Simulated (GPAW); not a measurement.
The system is Ta3AsAu2O13.

```
Ta As Au O
1.0
     5.72385   -0.00745   -0.00403
     1.30279    6.25499    0.00561
     0.27574    1.30074    8.36754
Ta As Au O
3 1 2 13
Direct
  0.21713 0.30521 0.58431
  0.03325 0.11123 0.99855
  0.58248 0.62145 0.50482
  0.58707 0.89691 0.83049
  0.58004 0.09228 0.18613
  0.04485 0.82077 0.44682
  0.66201 0.69726 0.71088
  0.51632 0.13418 0.69625
  0.85098 0.88773 0.91932
  0.34466 0.87003 0.94651
  0.73015 0.29240 0.03095
  0.24622 0.21809 0.11075
  0.12900 0.09398 0.49104
  0.48032 0.38887 0.43499
  0.05966 0.26685 0.78594
  0.93330 0.53240 0.45645
  0.49975 0.85161 0.34971
  0.25256 0.62988 0.62473
  0.91878 0.95175 0.22636
```

The cell was built by a generator and needn't be a form met in nature.

Base run:

| Quantity | Value |
| --- | --- |
| Program | GPAW 26.7.0 |
| Functional | r2SCAN |
| Potentials or basis | GPAW PAW data sets (gpaw-data 1.2.1) |
| Cutoff | 800 eV |
| Basis | pw |
| k mesh | 4 × 3 × 3 |
| Occupations | fermi-dirac, width 0.05 eV |
| Spin | no spin polarisation |

Its results: band gap on the k mesh 1.57 eV, indirect (least direct gap 1.61 eV); pressure -2.9 GPa; largest force 0.625 eV/Å.

Task: The run is repeated on the same cell with these changes: functional from r2SCAN to PBE. What comes out?

Result: Band gap on the k mesh 1.31 eV, indirect (least direct gap 1.36 eV); pressure 2.2 GPa; largest force 0.490 eV/Å.

r2SCAN gives the wider gap, since meta-GGAs in the generalised Kohn-Sham scheme recover part of the derivative discontinuity.

Caveats: with this Au data set, volumes or pressures lay over 1.5 % or 2 GPa off other programs in two to four cells of ten; spin-orbit coupling is left out, which moves the levels of the heavy elements; the PAW data sets were made with another functional, which shifts forces and pressure a little (some runs); an odd mesh through Γ misses points on the zone boundary, where band edges often lie (some runs).
